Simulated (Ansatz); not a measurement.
Sn3Se, space group Pm-3m, a relaxation followed by a look at the electronic structure

With the Python package of Ansatz (0.2.0).

Contents of `sn3se.extxyz`:
```text
4
Lattice="4.741879 0.0 0.0 0.0 4.741879 0.0 0.0 0.0 4.741879" Properties=species:S:1:pos:R:3 pbc="T T T"
Sn    0.00000000    2.37093950    2.37093950
Sn    2.37093950    0.00000000    2.37093950
Sn    2.37093950    2.37093950    0.00000000
Se    0.00000000    0.00000000    0.00000000
```

Typed at the interpreter:
```pycon
>>> import warnings
>>> import ansatz as az
>>> import numpy as np
>>> def count_gap(report):
...     # lowest empty less highest filled band, counting bands; zero where they overlap
...     return max(report.get("gap_by_band_count_ev") or 0.0, 0.0)
...
>>> def configured(crystal, spacing):
...     return (
...         crystal.calculation()
...         .basis(380)
...         .occupations(az.OccupationsMethod.GAUSSIAN, width=0.2)
...         .functional(exchange="pbesol", correlation="lyp")
...         .accuracy("medium")
...         .scf(max_iterations=200)
...         .kpoints(spacing=spacing)
...     )
...
>>> warnings.simplefilter("ignore", az.DeckWarning)
>>> crystal = az.Crystal.from_extxyz("sn3se.extxyz")
>>> crystal.resolved().sites[-1]
Site(symbol='Se', position=(0.0, 0.0, 0.0), moment=None, axis=None, held=None, saved=None)
>>> relaxed = configured(crystal, 0.34).relax(cell=True, force_tolerance=0.02, max_steps=40).checkpoint(write="relax.run").run()
>>> cell = np.asarray(relaxed.lattice.cell_ang)
>>> print("relaxed edges (A):", np.linalg.norm(cell, axis=1).round(4), " volume:", round(abs(np.linalg.det(cell)), 3), "A^3")
relaxed edges (A): [4.7794 4.7794 4.7794]  volume: 109.172 A^3
>>> for site in relaxed.lattice.sites:
...     print(" ", site.symbol, np.round(site.position_frac, 4) + 0.0)
...
  Sn [0.  0.5 0.5]
  Sn [0.5 0.  0.5]
  Sn [0.5 0.5 0. ]
  Se [0. 0. 0.]
>>> final = az.Crystal.from_checkpoint("relax.run")
>>> outcome = configured(final, 0.26).stress().band_table().density_of_states(energy_step=0.05).run()
>>> r = outcome.report
>>> r["kpoints_frac"][:4]
[[0.0, 0.0, 0.0], [0.0, 0.0, 0.16666666666666666], [0.0, 0.0, 0.3333333333333333], [0.0, 0.0, -0.5]]
>>> dos = outcome.density_of_states()
>>> print(f"pressure at the relaxed cell {np.trace(r['stress_gpa']) / 3:.3f} GPa, gap by band count {count_gap(r):.3f} eV")
pressure at the relaxed cell -0.066 GPa, gap by band count 0.000 eV
>>> if count_gap(r) == 0:
...     print("states/eV at the Fermi level:", round(float(np.interp(dos.fermi_ev, dos.energies_ev, dos.spin_summed_g_bin_mean_per_ev)), 3))
...
states/eV at the Fermi level: 1.423
```

Reading the output:
- These settings explore the input space; cutoff and mesh may be short of convergence.
- The cutoff lies under the one recommended for these potentials.
- Under the recommended cutoff a pressure can be off by several GPa, even in sign.
- An absolute Fermi energy rests on an arbitrary zero of the periodic potential and has no direct meaning.
- The free energy holds a sizeable smearing term, which stands for no physical temperature.
- A gap by band count of zero or less means overlapping bands, a metal.
- This cell is a computed structure, which may not be the phase found in nature.
- Levels are Kohn-Sham eigenvalues on this mesh, without spin-orbit coupling.
- Where the second run takes another functional or mesh than the relaxation, its pressure isn't zero; pressure is positive in compression.
- The computed bands are complete only to about 3.0 eV above the Fermi level; beyond that the density of states is undercounted.
- The script silences the warnings on its input, which a real study should read.
- It ran for 13 s on 1 thread of Arm Neoverse V1 (shared host), peak memory 0.46 GiB.
